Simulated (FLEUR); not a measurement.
VWC2: equation of state with PBEsol

VWC2:

```
W V C
1.0
     1.51704    0.87586    4.93389
    -1.51704    0.87586    4.93389
     0.00000   -1.75173    4.93389
W V C
1 1 2
Direct
  0.00000 0.00000 0.00000
  0.50000 0.50000 0.50000
  0.24649 0.24649 0.24649
  0.75351 0.75351 0.75351
```

The cell comes from a database or a generator and needn't be the stable form of this composition.

* Program: FLEUR MaX-R8.1 (later development tree)
* Task: equation of state
* Functional: PBEsol
* Potentials or basis: all-electron
* Basis: FLAPW
* Kmax: 4.83 1/bohr
* k mesh: 10 × 10 × 10
* Occupations: fermi-dirac, width 0.05 eV
* Spin: collinear spin, program default start
* Gmax: 15 1/bohr
* Muffin-tin radii: W 2.13, V 2.03, C 1.55 bohr
* lmax: W 9, V 8, C 8
* lnonsphr: W 9, V 8, C 8
* Local orbitals a species: W 4, V 5, C 3

```yaml
Equilibrium_volume: 9.53 Å³/atom
Bulk_modulus_at_fixed_shape_and_positions: 361 GPa
Pressure_derivative_of_the_bulk_modulus: 4.3
```

Energy against volume, from the lowest point:
| volume (Å³/atom) | energy (meV/atom) |
| --- | --- |
| 9.244 | 9.24 |
| 9.440 | 0.00 |
| 9.637 | 0.37 |
| 9.834 | 9.39 |
| 10.030 | 26.11 |
| 10.227 | 49.80 |

Caveat: the cell was scaled at fixed shape and fractional positions, which overstates the stiffness of a crystal with free parameters, most of all of layers and chains. The run has no spin-orbit coupling, so splittings on W are missing.
